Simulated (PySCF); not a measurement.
# H2O2Yb (Yb(OH)2+): the cost of one run

The runs use PySCF 2.14.0; r2SCAN, Yb lcecp-1-SVP with ECP59, O def2-SVP, H def2-SVP; scalar-relativistic core potentials, no spin–orbit coupling.

6 further runs of the same task are left out: 2 for a known fault of the program, 2 that didn't finish, 2 set aside as unsound or not needed.

## Step 1: The system as given

5 atoms, charge 1, spin multiplicity 1.

Bond lengths: Yb1–O2 1.923 Å, Yb1–O4 1.923 Å, O2–H3 0.964 Å, O4–H5 0.964 Å. Angles: O2–Yb1–O4 115.6°, Yb1–O2–H3 166.5°, Yb1–O4–H5 166.5°.

Coordinates:

```xyz
5
charge 1, multiplicity 1
Yb   -0.0202   -0.9465    0.0755
O     0.0016    0.2040    1.6161
H     0.0163    0.9449    2.2332
O     0.0016   -0.0547   -1.6280
H     0.0163    0.5791   -2.3548
```

Formal oxidation states: Yb +3. Each metal's 13 4f electrons lie in its core potential, so multiplicities, spins and levels count the valence alone. An earlier session relaxed this geometry at r2SCAN, Yb lcecp-1-SVP with ECP59, O def2-SVP, H def2-SVP (singlet, point group C2v).

Its energy there is -190.771014 Eh.

## Step 2: Atoms moved at random, σ = 0.15 Å

Input file run.py (the lines that set the calculation):

```python
mol = gto.M(atom='''
Yb    -0.10575    -0.96185     0.16082
O      0.08346     0.22202     1.48560
H      0.18034     0.81740     2.18043
O     -0.02308    -0.05922    -1.49735
H     -0.11946     0.70844    -2.38745''',
    basis={'Yb': 'lcecp-1-SVP', 'O': 'def2-SVP', 'H': 'def2-SVP'},
    ecp={'Yb': 'lcecp-1-SVP'},
    charge=1, spin=0)
mf = dft.RKS(mol, xc='R2SCAN')
mf.grids.atom_grid = (50, 194)  # f atoms: unpruned, at least (60, 302)
mf = mf.density_fit()  # fitting sets: Yb AutoAux, O def2-universal-JKFIT, H def2-universal-JKFIT
mf.conv_tol = 1e-08; mf.max_cycle = 55
mf.kernel(dm0)  # dm0: the density of the relaxed state
```

On the command line:

```bash
OMP_NUM_THREADS=2 python run.py
```

**Question.** How long does this run take on 2 threads of AMD EPYC 9R45 (Zen 5), shared host?

About 2.2 s.
